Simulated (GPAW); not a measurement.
# Tl in GPAW: settings compared

One slab, Tl, is run at these levels: RPBE, revPBE+D3(BJ)+ATM; tasks: single point, relaxation of the atoms.

Program: GPAW 26.7.0. These are calculated values, not measurements. Logs are shortened: lines on timing, memory, paths and dates and some standing lists are left out, and cuts for length are marked. The log counts tension as positive stress, the text compression.

### Step 1. The cell of the first run

The cell holds a slab with vacuum, 3 atoms: a = 3.456 Å, b = 3.456 Å, c = 20.525 Å, α = 90.00°, β = 90.00°, γ = 120.00°.

### Step 2. Single point, RPBE (the (0 0 1) slab of Tl, cut from the database cell, not relaxed)

run.py reads:

```python
import numpy as np
from ase import Atoms
from ase.dft.bandgap import bandgap
from ase.io import write
from gpaw import GPAW

atoms = Atoms(['Tl', 'Tl', 'Tl'],
              cell=[[3.4559983565, 0, 0.0],
                    [-1.7279991782, 2.9929823722, 0.0],
                    [0.0, 0.0, 20.525]],
              scaled_positions=[[0.3333333333, 0.6666666666, 0.365408039],
                                [0.6666666667, 0.3333333334, 0.5],
                                [0.3333333333, 0.6666666666, 0.634591961]],
              pbc=True)
atoms.pbc = (True, True, False)

calc = GPAW(mode='lcao',
            h=0.16,
            basis='dzp',
            xc='RPBE',
            kpts={'size': (9, 9, 1), 'gamma': True},
            occupations={'name': 'fermi-dirac', 'width': 0.05},
            convergence={'density': 1e-05, 'energy': 1e-05},
            maxiter=150,
            poissonsolver={'dipolelayer': 'xy'},
            txt='gpaw.txt')
atoms.calc = calc
energy = atoms.get_potential_energy()
forces = atoms.get_forces()
calc.write('gs.gpw')
write('result.traj', atoms)
print(f'Energy: {energy:.6f} eV')
print('Forces (eV/A):')
print(forces.round(4))
print('Fermi level:', round(calc.get_fermi_level(), 4), 'eV')
print(f'Gap: {bandgap(calc)[0]:.4f} eV, direct: {bandgap(calc, direct=True)[0]:.4f} eV')

v = calc.get_electrostatic_potential().mean(axis=(0, 1))
z = np.arange(len(v)) * atoms.cell[2, 2] / len(v)
ef = calc.get_fermi_level()
np.savetxt('planar.dat', np.c_[z, v], fmt='%.4f')
below, above = np.interp([1.5, atoms.cell[2, 2] - 1.5], z, v) - ef
print(f'Work functions: bottom {below:.4f} eV, top {above:.4f} eV')
print('Dipole moment:', *calc.get_dipole_moment().round(5), 'e A')
```

Potentials or basis: the program's PAW data sets (release 1.2.1) made for this functional, lcao:dzp.

Launch:

```sh
OMP_NUM_THREADS=1 python run.py
```

gpaw.txt:

```text
__  _  _
 | _ |_)|_||  |
 |__||  | ||/\| - 26.7.0

Input parameters:
  mode=LCAO(),
  basis={'default': 'dzp'},
  convergence={'density': 1e-05, 'energy': 1e-05},
  h=0.16,
  kpts=MonkhorstPack(size=(9, 9, 1), gamma=True),
  maxiter=150,
  occupations=Occupations(name='fermi-dirac', width=0.05),
  poissonsolver=PoissonSolver(dipolelayer='xy'),
  xc=XC(name='RPBE')

        Tl

           Tl

        Tl

Atoms  # Å, Bohr magnetons
|   | symbol |        x |        y |         z |    initial magnetic moments |
|---|--------|----------|----------|-----------|-----------------------------|
| 0 |     Tl | 0.000000 | 1.995322 |  7.500000 | ( 0.0000,  0.0000,  0.0000) |
| 1 |     Tl | 1.727999 | 0.997661 | 10.262500 | ( 0.0000,  0.0000,  0.0000) |
| 2 |     Tl | 0.000000 | 1.995322 | 13.025000 | ( 0.0000,  0.0000,  0.0000) |

Unit cell  # Å
| periodic |         x |        y |         z |   lengths |     angles |
|----------|-----------|----------|-----------|-----------|------------|
|      yes |  3.455998 | 0.000000 |  0.000000 |  3.455998 |  90.000000 |
|      yes | -1.727999 | 2.992982 |  0.000000 |  3.455998 |  90.000000 |
|       no |  0.000000 | 0.000000 | 20.525000 | 20.525000 | 120.000000 |

Number of symmetries: 12
Symmetry operations  # r_c * U_cc + t_c -> r_c
|    | kind |            matrix            |
|----|------|------------------------------|
|  0 |  σ   |  1, 1, 0,  0,-1, 0,  0, 0, 1 |
|  1 |  C2  |  1, 1, 0,  0,-1, 0,  0, 0,-1 |
|  2 |  E   |  1, 0, 0,  0, 1, 0,  0, 0, 1 |
|  3 |  σ   |  1, 0, 0,  0, 1, 0,  0, 0,-1 |
|  4 |  C3  |  0, 1, 0, -1,-1, 0,  0, 0, 1 |
|  5 |  S3  |  0, 1, 0, -1,-1, 0,  0, 0,-1 |
|  6 |  σ   |  0,-1, 0, -1, 0, 0,  0, 0, 1 |
|  7 |  C2  |  0,-1, 0, -1, 0, 0,  0, 0,-1 |
|  8 |  σ   | -1, 0, 0,  1, 1, 0,  0, 0, 1 |
|  9 |  C2  | -1, 0, 0,  1, 1, 0,  0, 0,-1 |
| 10 |  C3  | -1,-1, 0,  1, 0, 0,  0, 0, 1 |
| 11 |  S3  | -1,-1, 0,  1, 0, 0,  0, 0,-1 |

BZ-sampling:
  Number of BZ points: 81
  Number of IBZ points: 12

  Monkhorst-Pack size: [9, 9, 1]
  Monkhorst-Pack shift: [0, 0, 0]

K-points  # in reciprocal-cell coordinates
|     |                                coordinates |     weight |
|-----|--------------------------------------------|------------|
|   0 | (  0.00000000,   0.00000000,   0.00000000) | 0.01234568 |
|   1 | (  0.11111111,   0.00000000,   0.00000000) | 0.07407407 |
|   2 | (  0.22222222,  -0.11111111,   0.00000000) | 0.07407407 |
|   3 | (  0.22222222,   0.00000000,   0.00000000) | 0.07407407 |
|   4 | (  0.33333333,  -0.11111111,   0.00000000) | 0.14814815 |
|   5 | (  0.33333333,   0.00000000,   0.00000000) | 0.07407407 |
|   6 | (  0.33333333,   0.33333333,   0.00000000) | 0.02469136 |
|   7 | (  0.44444444,  -0.22222222,   0.00000000) | 0.07407407 |
|   8 | (  0.44444444,  -0.11111111,   0.00000000) | 0.14814815 |
|   9 | (  0.44444444,   0.00000000,   0.00000000) | 0.07407407 |
| ... |                                            |            |
|  11 | (  0.44444444,   0.44444444,   0.00000000) | 0.07407407 |

basis functions: 69
Spin-components: 1 (collinear spins)
Bands:           27
Projectors:      18
Spin-degeneracy: 2
Datatype:        <class 'complex'>

Parallelization:
  kpt:    1
  domain: 1
  band:   1

Density:
  Valence electrons: 39.0
  Components: 1
  Grid points: [ 20  20 128]
  Charge: 0.0  # |e|

Potential:
  Grid points: [ 20  20 128]

species:
  Tl:
    name:    Thallium
    Z:       81.0
    valence: 13
    core:    68
    charge:  0.0  # [|e|]
    compensation charges:
      type: gauss
      rc: 0.38  # [Å]
      lmax: 2
    cutoffs:
      filter: 2.11  # [Å]
      core: 2.55  # [Å]
    projectors
    | kind |    occ | energy [eV] | rcut [Å] |
    |------|--------|-------------|----------|
    |   6s |  2.000 |      -9.422 |    1.212 |
    |   6p |  1.000 |      -2.311 |    1.270 |
    |   5d | 10.000 |     -15.519 |    1.191 |
    |    s |        |      17.789 |    1.212 |
    |    p |        |      24.901 |    1.270 |
    |    d |        |      11.693 |    1.191 |

    LCAO basis set for Tl:
      Name: dzp
      File: <dir>
      Number of radial functions: 7
      Number of spherical harmonics: 23
        l=0, rc=7.3438 Bohr: 6s-sz confined orbital
        l=1, rc=11.0312 Bohr: 6p-sz confined orbital
        l=2, rc=4.8750 Bohr: 5d-sz confined orbital
        l=0, rc=4.2500 Bohr: 6s-dz split-valence wave
        l=1, rc=6.6250 Bohr: 6p-dz split-valence wave
        l=2, rc=2.9531 Bohr: 5d-dz split-valence wave
        l=2, rc=11.0312 Bohr: d-type Gaussian polarization
      Number of RI-basis functions 0

Reference energy: -1650180.794989  # eV

eigensolver:
  <gpaw.new.lcao.eigensolver.LCAOEigensolver object>
density mixing:
  MSR1-Mixer
  Pratt-step length: 0.05
  Maximum mixing coefficient: 0.75
  Old densities: 10
  SVD Regularization: 0.005
  Good broyden scale: 1.0
  Trust region scale: 1.0
  Backstep threshold: 4.0
  History deletion threshold: 6.0
  Fourier metric: weight=20.0, sigma=0.015

occupation numbers:
  Fermi-Dirac:
    width: 0.0500  # eV

FastPoissonSolver using
    Stencil: 8*3+1=25 point O(h^6) finite-difference Laplacian
    FFT axes: [np.int64(0), np.int64(1)]
    FST axes: [np.int64(2)]

Dipole correction along z-axis
xc functional:
  name: RPBE with 2 nearest neighbor stencil
interpolation: tri-quintic # 5. degree polynomial

        Tl

           Tl

        Tl

Atoms  # Å, Bohr magnetons
|   | symbol |        x |        y |         z |    initial magnetic moments |
|---|--------|----------|----------|-----------|-----------------------------|
| 0 |     Tl | 0.000000 | 1.995322 |  7.500000 | ( 0.0000,  0.0000,  0.0000) |
| 1 |     Tl | 1.727999 | 0.997661 | 10.262500 | ( 0.0000,  0.0000,  0.0000) |
| 2 |     Tl | 0.000000 | 1.995322 | 13.025000 | ( 0.0000,  0.0000,  0.0000) |

Unit cell  # Å
| periodic |         x |        y |         z |   lengths |     angles |
|----------|-----------|----------|-----------|-----------|------------|
|      yes |  3.455998 | 0.000000 |  0.000000 |  3.455998 |  90.000000 |
|      yes | -1.727999 | 2.992982 |  0.000000 |  3.455998 |  90.000000 |
|       no |  0.000000 | 0.000000 | 20.525000 | 20.525000 | 120.000000 |

Number of symmetries: 12
Symmetry operations  # r_c * U_cc + t_c -> r_c
|    | kind |            matrix            |
|----|------|------------------------------|
|  0 |  σ   |  1, 1, 0,  0,-1, 0,  0, 0, 1 |
|  1 |  C2  |  1, 1, 0,  0,-1, 0,  0, 0,-1 |
|  2 |  E   |  1, 0, 0,  0, 1, 0,  0, 0, 1 |
|  3 |  σ   |  1, 0, 0,  0, 1, 0,  0, 0,-1 |
|  4 |  C3  |  0, 1, 0, -1,-1, 0,  0, 0, 1 |
|  5 |  S3  |  0, 1, 0, -1,-1, 0,  0, 0,-1 |
|  6 |  σ   |  0,-1, 0, -1, 0, 0,  0, 0, 1 |
|  7 |  C2  |  0,-1, 0, -1, 0, 0,  0, 0,-1 |
|  8 |  σ   | -1, 0, 0,  1, 1, 0,  0, 0, 1 |
|  9 |  C2  | -1, 0, 0,  1, 1, 0,  0, 0,-1 |
| 10 |  C3  | -1,-1, 0,  1, 0, 0,  0, 0, 1 |
| 11 |  S3  | -1,-1, 0,  1, 0, 0,  0, 0,-1 |

BZ-sampling:
  Number of BZ points: 81
  Number of IBZ points: 12

  Monkhorst-Pack size: [9, 9, 1]
  Monkhorst-Pack shift: [0, 0, 0]

K-points  # in reciprocal-cell coordinates
|     |                                coordinates |     weight |
|-----|--------------------------------------------|------------|
|   0 | (  0.00000000,   0.00000000,   0.00000000) | 0.01234568 |
|   1 | (  0.11111111,   0.00000000,   0.00000000) | 0.07407407 |
|   2 | (  0.22222222,  -0.11111111,   0.00000000) | 0.07407407 |
|   3 | (  0.22222222,   0.00000000,   0.00000000) | 0.07407407 |
|   4 | (  0.33333333,  -0.11111111,   0.00000000) | 0.14814815 |
|   5 | (  0.33333333,   0.00000000,   0.00000000) | 0.07407407 |
|   6 | (  0.33333333,   0.33333333,   0.00000000) | 0.02469136 |
|   7 | (  0.44444444,  -0.22222222,   0.00000000) | 0.07407407 |
|   8 | (  0.44444444,  -0.11111111,   0.00000000) | 0.14814815 |
|   9 | (  0.44444444,   0.00000000,   0.00000000) | 0.07407407 |
| ... |                                            |            |
|  11 | (  0.44444444,   0.44444444,   0.00000000) | 0.07407407 |

basis functions: 69
Spin-components: 1 (collinear spins)
Bands:           27
Projectors:      18
Spin-degeneracy: 2
Datatype:        <class 'complex'>

Parallelization:
  kpt:    1
  domain: 1
  band:   1

Density:
  Valence electrons: 39.0
  Components: 1
  Grid points: [ 20  20 128]
  Charge: 0.0  # |e|

Potential:
  Grid points: [ 20  20 128]

species:
  Tl:
    name:    Thallium
    Z:       81.0
    valence: 13
    core:    68
    charge:  0.0  # [|e|]
    compensation charges:
      type: gauss
      rc: 0.38  # [Å]
      lmax: 2
    cutoffs:
      filter: 2.11  # [Å]
      core: 2.55  # [Å]
    projectors
    | kind |    occ | energy [eV] | rcut [Å] |
    |------|--------|-------------|----------|
    |   6s |  2.000 |      -9.422 |    1.212 |
    |   6p |  1.000 |      -2.311 |    1.270 |
    |   5d | 10.000 |     -15.519 |    1.191 |
    |    s |        |      17.789 |    1.212 |
    |    p |        |      24.901 |    1.270 |
    |    d |        |      11.693 |    1.191 |

    LCAO basis set for Tl:
      Name: dzp
      File: <dir>
      Number of radial functions: 7
      Number of spherical harmonics: 23
        l=0, rc=7.3438 Bohr: 6s-sz confined orbital
        l=1, rc=11.0312 Bohr: 6p-sz confined orbital
        l=2, rc=4.8750 Bohr: 5d-sz confined orbital
        l=0, rc=4.2500 Bohr: 6s-dz split-valence wave
        l=1, rc=6.6250 Bohr: 6p-dz split-valence wave
        l=2, rc=2.9531 Bohr: 5d-dz split-valence wave
        l=2, rc=11.0312 Bohr: d-type Gaussian polarization
      Number of RI-basis functions 0

Reference energy: -1650180.794989  # eV

eigensolver:
  <gpaw.new.lcao.eigensolver.LCAOEigensolver object>
density mixing:
  MSR1-Mixer
  Pratt-step length: 0.05
  Maximum mixing coefficient: 0.75
  Old densities: 10
  SVD Regularization: 0.005
  Good broyden scale: 1.0
  Trust region scale: 1.0
  Backstep threshold: 4.0
  History deletion threshold: 6.0
  Fourier metric: weight=20.0, sigma=0.015

occupation numbers:
  Fermi-Dirac:
    width: 0.0500  # eV

FastPoissonSolver using
    Stencil: 8*3+1=25 point O(h^6) finite-difference Laplacian
    FFT axes: [np.int64(0), np.int64(1)]
    FST axes: [np.int64(2)]

Dipole correction along z-axis
xc functional:
  name: RPBE with 2 nearest neighbor stencil
interpolation: tri-quintic # 5. degree polynomial

convergence criteria:
- Maximum integral of absolute [dens]ity change: 1e-05 electrons / valence electron
- Maximum [total energy] change in last 3 cyles: 1e-05 eV / valence electron
- Maximum integral of absolute [eigenst]ate change: 4e-08 eV^2 / valence electron
maximum number of iterations: 150

SCF iterations
|iter     | |      energy | eigst |  dens |
|---------|-|-------------|-------|-------|
|iter:   1| |   -5.305838 |      c|       |
|iter:   2| |   -5.235074 |      c| -1.36 |
|iter:   3| |   -4.923348 |      c| -1.39 |
|iter:   4| |   -4.939967 |      c| -1.93 |
|iter:   5| |   -4.929133 |      c| -2.12 |
|iter:   6| |   -4.924396 |      c| -2.30 |
|iter:   7| |   -4.924376 |      c| -3.69 |
|iter:   8| |   -4.924370c|      c| -4.26 |
|iter:   9| |   -4.924369c|      c| -4.74 |
|iter:  10| |   -4.924369c|      c| -5.44c|

Converged in 10 steps
Energy contributions relative to reference atoms: (reference = -1650180.794989)

Energy contributions:
  Kinetic:          18.068023
  Coulomb:         -15.882062
  Zero:              0.178229
  External:          0.000000
  Xc:               -7.279955
  Entropy:          -0.017206
  Spinorbit:         0.000000
  ----------------------------
  Free energy:      -4.932972
  Extrapolated:     -4.924369

dipole moment: (-2.876707, 1.660867, 0.000000)  # |e|*Ang

Fermi level: -3.510
Eigenvalues  # (at kpt = [0.000, 0.000, 0.000])
| band index |      eig [eV] | occ [0-2] |
|------------|---------------|-----------|
|          0 |       -15.398 |     2.000 |
|        ... |               |           |
|         11 |       -14.886 |     2.000 |
|         12 |       -14.886 |     2.000 |
|         13 |       -14.785 |     2.000 |
|         14 |       -14.784 |     2.000 |
|         15 |       -13.150 |     2.000 |
|         16 |       -11.831 |     2.000 |
[... 8 lines left out ...]
|         25 |         5.805 |     0.000 |
|         26 |         5.806 |     0.000 |

No gap
No difference between direct/indirect transitions
vacuum-level: 0.000  # V
Workfunctions: 3.510, 3.510 eV (top, bottom)

Forces  # eV/Ang
|        x |        y |        z |
|----------|----------|----------|
|  0.00000 |  0.00000 | -0.29175 |  # Tl   0
| -0.00000 | -0.00000 |  0.00000 |  # Tl   1
|  0.00000 | -0.00000 |  0.29175 |  # Tl   2

# Writing to gs.gpw (mode='')
```

Run time: 1.9 min. Hardware: 1 thread of Arm Neoverse V2, shared host; peak memory 0.38 GiB.

What came out:

```
Free energy                     : -4.9330 eV
Largest force                   : 0.292 eV/Å
Band gap on the k mesh          : none (metal or under the smearing width)
Dipole across the slab          : 0.00 e·Å
Work function of the upper face : 3.51 eV
Work function of the lower face : 3.51 eV
```

Forces on the atoms (eV/Å):
```
Tl   0.000  0.000 -0.292
Tl   0.000  0.000  0.000
Tl   0.000  0.000  0.292
```

Levels at points of the mesh, in eV from the Fermi level:
```
           k point  band 15  band 16  band 17  band 18  band 19  band 20  band 21  band 22  band 23  band 24
(0.00, 0.00, 0.00)   -11.27    -9.64    -8.32    -6.34    -1.83     1.01     3.99     6.65     8.38     8.38
```

Caveat: the real-space grid adds noise to forces; the basis of atomic orbitals isn't converged, which shifts pressures, moduli and gaps.

### Step 3. Relaxation of the atoms, revPBE+D3(BJ)+ATM (the (0 0 1) slab of Tl, cut from the database cell, not relaxed)

run.py reads:

```python
import numpy as np
from ase.calculators.mixing import SumCalculator
from ase.constraints import FixAtoms
from ase.io import read, write
from ase.optimize import GPMin
from ase.units import Bohr
from dftd3.ase import DFTD3
from gpaw import GPAW, PW
from gpaw.elf import elf_from_dft_calculation

atoms = read('POSCAR')
atoms.pbc = (True, True, False)
atoms.set_constraint(FixAtoms([0]))

calc = GPAW(mode=PW(450),
            xc='revPBE',
            kpts={'size': (9, 9, 1), 'gamma': True},
            occupations={'name': 'fermi-dirac', 'width': 0.05},
            nbands=32,
            convergence={'density': 1e-05, 'energy': 1e-05},
            maxiter=150,
            poissonsolver={'dipolelayer': 'xy'},
            symmetry={'extra_ids': [1, 0, 0]},
            txt='gpaw.txt')
atoms.calc = SumCalculator([calc, DFTD3(damping='d3bj', params_tweaks=dict(method='revpbe', atm=True))])
opt = GPMin(atoms, trajectory='relax.traj', logfile='-')
done = opt.run(fmax=0.02, steps=40)
calc.write('gs.gpw')
write('result.traj', atoms)
print('Converged:', done)
print('Cell:', atoms.cell.cellpar().round(4))
print('Volume:', round(atoms.get_volume(), 4))
print(atoms.get_scaled_positions().round(5))

# fields on the real-space grid
write('density.cube', atoms, data=calc.get_pseudo_density() * Bohr**3)
write('potential.cube', atoms, data=calc.get_electrostatic_potential())
write('elf.cube', atoms, data=elf_from_dft_calculation(calc).data)

v = calc.get_electrostatic_potential().mean(axis=(0, 1))
z = np.arange(len(v)) * atoms.cell[2, 2] / len(v)
ef = calc.get_fermi_level()
np.savetxt('planar.dat', np.c_[z, v], fmt='%.4f')
below, above = np.interp([1.5, atoms.cell[2, 2] - 1.5], z, v) - ef
print(f'Work functions: bottom {below:.4f} eV, top {above:.4f} eV')
print('Dipole moment:', *calc.get_dipole_moment().round(5), 'e A')
```

POSCAR reads:

```
Tl
1.0
    3.4559983565      0.0000000000      0.0000000000
   -1.7279991782      2.9929823722      0.0000000000
    0.0000000000      0.0000000000     20.5250000000
Tl
3
Direct
    0.3333333333      0.6666666666      0.3654080390
    0.6666666667      0.3333333334      0.5000000000
    0.3333333333      0.6666666666      0.6345919610
```

Potentials or basis: the program's PAW data sets (release 1.2.1) made for this functional, pw.

Launch:

```sh
OMP_NUM_THREADS=1 python run.py
```

Wall time 2.7 min (1 thread of Arm Neoverse V2, shared host); peak memory 0.22 GiB.

The run converged. Its results:

| Item | Value |
| --- | --- |
| Free energy | -7.4144 eV |
| Energy gained by relaxing | 3.3 meV/atom |
| Ionic steps | 2 |
| Band gap on the k mesh | none (metal or under the smearing width) |
| Dispersion energy per atom | -0.399 eV |
| Dipole across the slab | 0.00 e·Å |
| Work function of the upper face | 3.48 eV |
| Work function of the lower face | 3.48 eV |

Step by step:
| step | energy change (eV) | largest force (eV/Å) |
| --- | --- | --- |
| 1 | 0.0000 | 0.0958 |
| 2 | -0.0098 | 0.0211 |

Final structure:
```cif
data_structure
_symmetry_space_group_name_H-M 'P 1'
_symmetry_Int_Tables_number 1
_cell_length_a 3.4560
_cell_length_b 3.4560
_cell_length_c 20.5250
_cell_angle_alpha 90.000
_cell_angle_beta 90.000
_cell_angle_gamma 120.000
_cell_volume 212.31
loop_
_atom_site_label
_atom_site_type_symbol
_atom_site_fract_x
_atom_site_fract_y
_atom_site_fract_z
_atom_site_occupancy
Tl1 Tl 0.33333 0.66667 0.36541 1
Tl2 Tl 0.66667 0.33333 0.50658 1
Tl3 Tl 0.33333 0.66667 0.64719 1
```

Levels at points of the mesh, in eV from the Fermi level:
```csv
k point,band 16,band 17,band 18,band 19,band 20,band 21,band 22,band 23
"(0.00, 0.00, 0.00)",-9.35,-8.20,-6.52,-1.88,0.67,2.89,3.19,4.84
```

Caveat: the cutoff is short for stress and forces, so pressures can be off by a GPa or more; later steps reuse the first step's grids.
